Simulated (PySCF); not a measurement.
**Cl⁻: the SCF solver's settings**

Do solver options change the result for Cl⁻, or only the number of cycles?

Method: each script names its method and basis; program: PySCF 2.14.0.

1 further run of the same task is left out (it didn't finish).

## 1. The atom

Cl⁻: 1 atom, charge -1, spin multiplicity 1.

## 2. The run that the others are compared with

Input file input.py:

```python
from pyscf import gto, scf, cc

mol = gto.M(
    atom='Cl 0 0 0',
    basis='def2-tzvpp',
    charge=-1,
    spin=0,
    symmetry=True,
    verbose=4,
)
mf = scf.UHF(mol)
mf = mf.density_fit(auxbasis='def2-universal-jkfit')
mf.kernel()
mycc = cc.CCSD(mf, frozen=5)
mycc.kernel()
mycc.ccsd_t()
mf.dip_moment()
print('orbital energies (hartree):', [e[max(0, n-3):n+3].round(4) for e, n in zip(mf.mo_energy, mol.nelec)])
```

Started as:

```bash
$ python input.py
```

Its log is not repeated here.

It gives: E(SCF) = -459.555650 Eh, 6 cycles, E(CCSD) − E(SCF) = -0.21528 Eh, (T) = -0.00738 Eh.

## 3. Second-order solver on

Variant 1 changes second-order solver: off → on.

Input file input.py:

```python
from pyscf import gto, scf, cc

mol = gto.M(
    atom='Cl 0 0 0',
    basis='def2-tzvpp',
    charge=-1,
    spin=0,
    symmetry=True,
    verbose=4,
)
mf = scf.UHF(mol)
mf = mf.density_fit(auxbasis='def2-universal-jkfit')
mf = mf.newton()
mf.kernel()
mycc = cc.CCSD(mf, frozen=5)
mycc.kernel()
mycc.ccsd_t()
mf.dip_moment()
print('orbital energies (hartree):', [e[max(0, n-3):n+3].round(4) for e, n in zip(mf.mo_energy, mol.nelec)])
```

Started as:

```bash
$ python input.py
```

## 4. Damping 0.5

Variant 2 changes damping: none → 0.5.

Edit input.py of step 2 so:

```diff
@@ -12,2 +12,4 @@
 mf = mf.density_fit(auxbasis='def2-universal-jkfit')
+mf.damp = 0.5
+mf.diis_start_cycle = 8
 mf.kernel()
```

## 5. DIIS space 2

Variant 3 changes DIIS space: default → 2.

Edit input.py of step 2 so:

```diff
@@ -12,2 +12,3 @@
 mf = mf.density_fit(auxbasis='def2-universal-jkfit')
+mf.diis_space = 2
 mf.kernel()
```

## 6. Point-group symmetry off

Variant 4 changes point-group symmetry: on → off.

Edit input.py of step 2 so:

```diff
@@ -7,3 +7,2 @@
     spin=0,
-    symmetry=True,
     verbose=4,
```

**Question.** What will these runs give? Wanted: for each run, E(SCF); from base; gap; after the SCF.

As calculated:

| run | E(SCF) (hartree) | from base (eV) | cycles | gap (eV) | after the SCF |
| --- | --- | --- | --- | --- | --- |
| base | -459.555650 | 0 | 6 | 24.66 | CCSD(T) correlation -6.059 eV, core frozen |
| second-order solver on | -459.555650 | 0.0000 | 3 macro | 24.66 | CCSD(T) correlation -6.059 eV, core frozen |
| damping 0.5 | -459.555650 | 0.0000 | 10 | 24.66 | CCSD(T) correlation -6.059 eV, core frozen |
| DIIS space 2 | -459.555650 | 0.0000 | 7 | 24.66 | CCSD(T) correlation -6.059 eV, core frozen |
| point-group symmetry off | -459.555650 | 0.0000 | 6 | 24.66 | CCSD(T) correlation -6.059 eV, core frozen |

Distance from each run's final energy (log10 hartree) by cycle:

| run | cycle 1 | cycle 2 | cycle 3 | cycle 5 | cycle 8 | cycle 12 |
| --- | --- | --- | --- | --- | --- | --- |
| base | -1.4 | -2.4 | -4.8 | -9.5 | done | done |
| second-order solver on | -5.5 | < -11 | < -11 | done | done | done |
| damping 0.5 | -1.4 | -2.3 | -3.1 | -4.5 | -7.4 | done |
| DIIS space 2 | -1.4 | -2.4 | -4.8 | -7.8 | done | done |
| point-group symmetry off | -1.4 | -2.4 | -4.8 | -9.5 | done | done |

**Reading.** No change of the SCF energy comes from second-order solver on or damping 0.5 or DIIS space 2 or point-group symmetry off. The base needs 6 cycles and the run with damping 0.5 needs 10.
